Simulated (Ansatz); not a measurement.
# SbO4: the cost of one run

Method: DFT PBE, scalar-relativistic, plane waves, PAW, in Ansatz 0.2.0.

## Step 1: The structure to begin with

The structure is hexagonal, space group P-6m2 (No. 187). The conventional cell has a = 3.367 Å, b = 3.367 Å, c = 8.071 Å, α = 90.00°, β = 90.00°, γ = 120.00°. Sb (site symmetry -6m2) has 9 O at 1.94 to 2.55 Å as nearest neighbours. Around O (site symmetry -6m2) lie 3 Sb at 1.94 Å. O (site symmetry 3m) is surrounded by 3 O at 2.55 Å and 3 Sb at 2.55 Å. O (site symmetry -6m2) has 12 O at 3.08 to 3.37 Å as nearest neighbours.

Structure file:

```cif
data_structure
_symmetry_space_group_name_H-M 'P-6m2'
_symmetry_Int_Tables_number 187
_cell_length_a 3.3673
_cell_length_b 3.3673
_cell_length_c 8.0710
_cell_angle_alpha 90.000
_cell_angle_beta 90.000
_cell_angle_gamma 120.000
_cell_volume 79.25
loop_
_atom_site_label
_atom_site_type_symbol
_atom_site_symmetry_multiplicity
_atom_site_Wyckoff_symbol
_atom_site_fract_x
_atom_site_fract_y
_atom_site_fract_z
_atom_site_occupancy
Sb1 Sb 1 b 0.00000 0.00000 0.50000 1
O1 O 1 d 0.33333 0.66667 0.50000 1
O2 O 2 i 0.66667 0.33333 0.70470 1
O3 O 1 c 0.33333 0.66667 0.00000 1
```

Recipe of the guess: random cell by space group and Wyckoff sites (P-6m2, No. 187). Its size is a rough estimate.

## Step 2: Probe: one point on a coarse mesh

The input, input.yaml:

```yaml
crystal:
  lattice:
    - [3.36729564, 0.0, 0.0]
    - [-1.68364782, 2.91616356, 0.0]
    - [0.0, 0.0, 8.07097998]
  atoms:
    - { symbol: Sb, position: [0.0, 0.0, 0.5] }
    - { symbol: O, position: [0.33333333, 0.66666667, 0.5] }
    - { symbol: O, position: [0.66666667, 0.33333333, 0.70470385] }
    - { symbol: O, position: [0.66666667, 0.33333333, 0.29529615] }
    - { symbol: O, position: [0.33333333, 0.66666667, 0.0] }
basis:
  ecutwfc: 420
kpoints:
  mp_grid: { grid: [6, 6, 2] }
hamiltonian:
  xc: pbe
scf:
  occupations: { method: gaussian, width: 0.1 }
  lower_state_search: "off"
output:
  forces: true
  stress: true
  eigenvalues: true
```

Launch:

```
$ ansatz run input.yaml --threads 1 --pin off --max-ram 2560MiB --backend cpu --events-out ev --progress --plain --runs-dir out
```

What time and memory should one allow on 1 thread of Intel Xeon Platinum 8488C (Sapphire Rapids), shared host?

About 2.6 s, with a peak of 0.39 GiB.
